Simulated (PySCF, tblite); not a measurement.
**C4H11B2Cl2P: geometry, infrared bands and NMR shifts**

What infrared bands and NMR shifts should C4H11B2Cl2P (`CCCB(P)CB(Cl)Cl`) show?

Computed with tblite 0.8.0 and PySCF 2.14.0, with density-fitted response routines of our own, on a single molecule in the gas phase. Atoms count from 0, in the outputs and in this text.

**1. The starting structure**

20 atoms, charge 0, multiplicity 1; geometry from: force field or distance geometry start.

Bonds of the start (Å): C0–C1 1.53, C1–C2 1.51, C2–B3 1.60, B3–P4 1.95, B3–C5 1.59, C5–B6 1.59, B6–Cl7 1.85, B6–Cl8 1.84, C0–H9 1.11, C0–H10 1.11, C0–H11 1.11, C1–H12 1.12, C1–H13 1.11, C2–H14 1.10, C2–H15 1.11, P4–H16 1.45, P4–H17 1.45, C5–H18 1.10, C5–H19 1.10.

**2. Relaxing the molecule with GFN2-xTB**

Job settings and geometry (Å):

```
{"job": {"kind": "relax", "xc": "GFN2-xTB", "basis": "xTB"}, "charge": 0, "multiplicity": 1}
C      2.898500     0.517000     0.265400
C      1.492800    -0.027600     0.547500
C      0.682600    -0.154900    -0.725300
B     -0.798000    -0.694000    -0.433100
P     -1.029300    -2.508600     0.236000
C     -2.078700     0.219700    -0.681000
B     -2.081900     1.451700     0.329900
Cl    -2.269600     1.166200     2.150800
Cl    -1.815100     3.159700    -0.291000
H      2.812700     1.531500    -0.179900
H      3.431200    -0.155300    -0.431400
H      3.462200     0.590200     1.214400
H      1.598500    -1.029400     1.045400
H      0.990200     0.648400     1.269900
H      1.167500    -0.838000    -1.435900
H      0.590700     0.847300    -1.200100
H     -2.070500    -2.825800    -0.726200
H     -1.942300    -2.117200     1.287400
H     -2.048200     0.595300    -1.717600
H     -2.998600    -0.365500    -0.528200
```

Launch:

```sh
$ OMP_NUM_THREADS=1 python probes_run.py task.json out
```

This one command runs all jobs of the session in turn.

**Question.** This job is followed by: GFN2-xTB harmonic vibrations, gas phase; GIAO PBE0/pcSseg-1 NMR shielding, non-relativistic, gas phase. Predict these results of the whole session: strongest single infrared mode (GFN2-xTB); zero-point energy (GFN2-xTB); ¹³C shifts against TMS (PBE0/pcSseg-1); ¹H shifts against TMS (PBE0/pcSseg-1, means over atoms taken as alike); ¹¹B shifts against BF3·OEt2 (PBE0/pcSseg-1); ³¹P shifts against H3PO4 (PBE0/pcSseg-1); ³⁵Cl shifts against HCl (PBE0/pcSseg-1, means over atoms taken as alike); surface potential, 1st and 99th percentile.

The runs gave:

| quantity | value |
| --- | --- |
| strongest single infrared mode (GFN2-xTB) | 990 cm⁻¹, 259 km/mol |
| zero-point energy (GFN2-xTB) | 92.5 kcal/mol |
| ¹³C shifts against TMS (PBE0/pcSseg-1) | 54.5, 40.0, 27.5, 20.7 ppm |
| ¹H shifts against TMS (PBE0/pcSseg-1, means over atoms taken as alike) | 2.94, 2.58, 1.65, 1.13, 1.13 ppm |
| ¹¹B shifts against BF3·OEt2 (PBE0/pcSseg-1) | 95.4, 60.3 ppm |
| ³¹P shifts against H3PO4 (PBE0/pcSseg-1) | -193.5 ppm |
| ³⁵Cl shifts against HCl (PBE0/pcSseg-1, means over atoms taken as alike) | 292 ppm |
| surface potential, 1st and 99th percentile | -0.86 V and 0.99 V |

In words: Relaxing lowered the energy by 0.639 eV in 142 steps; the close pair that moved most is B6–Cl7, from 1.853 to 1.723 Å. The lowest mode is slightly imaginary (9i cm⁻¹), a soft motion within the noise of the Hessian, so the minimum is not strictly shown. The strongest single mode, at 990 cm⁻¹, moves mainly B6. Unscaled tight-binding wavenumbers are off by several per cent, some by more. Its intensities can rank the bands wrongly. At PBE0/pcSseg-1: Shielding is most anisotropic at Cl7, Cl8 (span 505 ppm, paramagnetic term -490 ppm). By nearest atom (PBE0/pcSseg-1), the HOMO sits on P4 57 %; B3 13 % and the LUMO on B3, B6 about 30 % each; Cl7, Cl8 about 7 % each.
